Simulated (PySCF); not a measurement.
# GeCl₃: structure of the doublet

Aim: relax GeCl₃ as a doublet from a trigonal pyramidal start, check by its vibrations whether the end is a minimum, and collect its spectrum and constants.

Program: PySCF 2.14.0. Level of theory: PBE0, basis Ge def2-TZVP, Cl def2-TZVP, no relativity, density fitting. These are calculated values, not measurements.

**1. Where the work starts**

4 atoms, charge 0, spin multiplicity 2.

Bond lengths: Ge1–Cl2 2.200 Å, Ge1–Cl3 2.200 Å, Ge1–Cl4 2.200 Å. Angles: Cl2–Ge1–Cl3 99.8°, Cl2–Ge1–Cl4 99.8°, Cl3–Ge1–Cl4 99.8°.

```xyz
4
charge 0 multiplicity 2
Ge    0.0000    0.0000    0.0000
Cl    1.9425    0.0000    1.0328
Cl   -0.9712    1.6822    1.0328
Cl   -0.9712   -1.6822    1.0328
```

**2. Finding the electronic state**

The steps below are one call of a driver around PySCF. For each, scf.py gives the equivalent set-up of the SCF; relaxations use the driver's own optimiser. After this first run the driver tries any further starts and a stability analysis.

The input, scf.py:

```python
from pyscf import gto, scf, dft
mol = gto.M(atom='''
Ge     0.000000     0.000000     0.000000
Cl     1.942500     0.000000     1.032800
Cl    -0.971200     1.682200     1.032800
Cl    -0.971200    -1.682200     1.032800''',
    basis={'Ge': 'def2-TZVP', 'Cl': 'def2-TZVP'},
    charge=0, spin=1)
mf = dft.UKS(mol, xc='PBE0')
mf.grids.atom_grid = (50, 194)
aux = {'Ge': 'def2-universal-JKFIT', 'Cl': 'def2-universal-JKFIT'}
mf = mf.density_fit(auxbasis=aux)
mf.conv_tol = 1e-08
mf.diis_space = 10
mf.max_cycle = 60
mf.init_guess = 'minao'
mf.verbose = 4
mf.kernel()
```

Launch:

```bash
> OMP_NUM_THREADS=4 python axn.py task.json out
```

After this run come: Relaxation: trigonal pyramidal start, doublet; Hessian and properties.

**Question.** What will these runs give? Wanted: minimum; geometry; wavenumbers; dipole moment; highest occupied, lowest empty level; polar-tensor charge of Ge1; zero-point energy; atomisation energy; ⟨S²⟩.

The runs gave:

| quantity | value |
| --- | --- |
| minimum | doublet, C3v |
| geometry | Ge–Cl 2.149 Å (×3); Cl–Ge–Cl 108.7° (×3) |
| wavenumbers (cm⁻¹) | 131 (e), 166 (a1), 389 (a1), 428 (e) |
| dipole moment | 1.14 D |
| highest occupied, lowest empty level (either spin) | -7.55, -4.51 eV |
| polar-tensor charge of Ge1 | +1.49 e |
| zero-point energy | 10.0 kJ/mol |
| entropy at 298.15 K | 335.7 J/(mol K) |
| atomisation energy (no zero-point energy) | 1018 kJ/mol |
| ⟨S²⟩ | 0.754 |

The trigonal pyramidal start keeps its C3v symmetry and ends in a minimum. In the infrared the band at 428 cm⁻¹ (e, stretch) leads. Most of the spin sits on Ge1 (Mulliken spin 0.61, against 1 for the whole molecule). Other starts or spin states, not run here, may lie lower.
